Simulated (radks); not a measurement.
# K⁺ in [Ar]: an all-electron calculation

One table from this session's results is given with a row withheld; the runs are named, their logs left out.

The numbers are computed with radks (a radial shooting solver on a logarithmic mesh, Libxc functionals) version 1 (Dirac Kohn-Sham, PBE, spin-unpolarised, spherical densities, point nucleus), except any that are marked as measured or tabulated.

## The atom as given

```
element       : potassium (Z = 19)
charge        : +1
electrons     : 18
configuration : [Ar]
```

Outer shells as boxes (Hund's rule):

K⁺
```
[Ne] core
3s [↑↓]
3p [↑↓][↑↓][↑↓]
```

Set-up of the first run:

Settings of this run:

```text
Z 19
configuration [Ar] 4s0 3d0 4p0 4f0
relativity Dirac
functional pbe,pbe
spin unpolarised
j_filling average
nucleus point
c 137.035999084
```

One table of the session follows, with a row left open; its other results are not shown here.

It belongs to the step «Radial structure». Sizes of the orbitals, from the radial functions (bohr):

```
level      <r>  outermost maximum (interpolated)  90 % within  nodes
1s1/2  0.08105                            0.0530        0.145      0
2s1/2        ?                                 ?            ?      ?
2p1/2   0.3489                             0.261        0.577      0
2p3/2   0.3513                             0.263        0.581      0
3s1/2    1.267                              1.08         1.91      2
3p1/2    1.421                              1.15         2.21      1
3p3/2    1.429                              1.16         2.23      1
```

Q: Estimate the row for 2s1/2 from the others.

The run gave: <r>: 0.3875; outermost maximum (interpolated): 0.318; 90 % within: 0.604; nodes: 1. In the column «<r>» it lies between 2p3/2 (0.3513) and 3s1/2 (1.267).
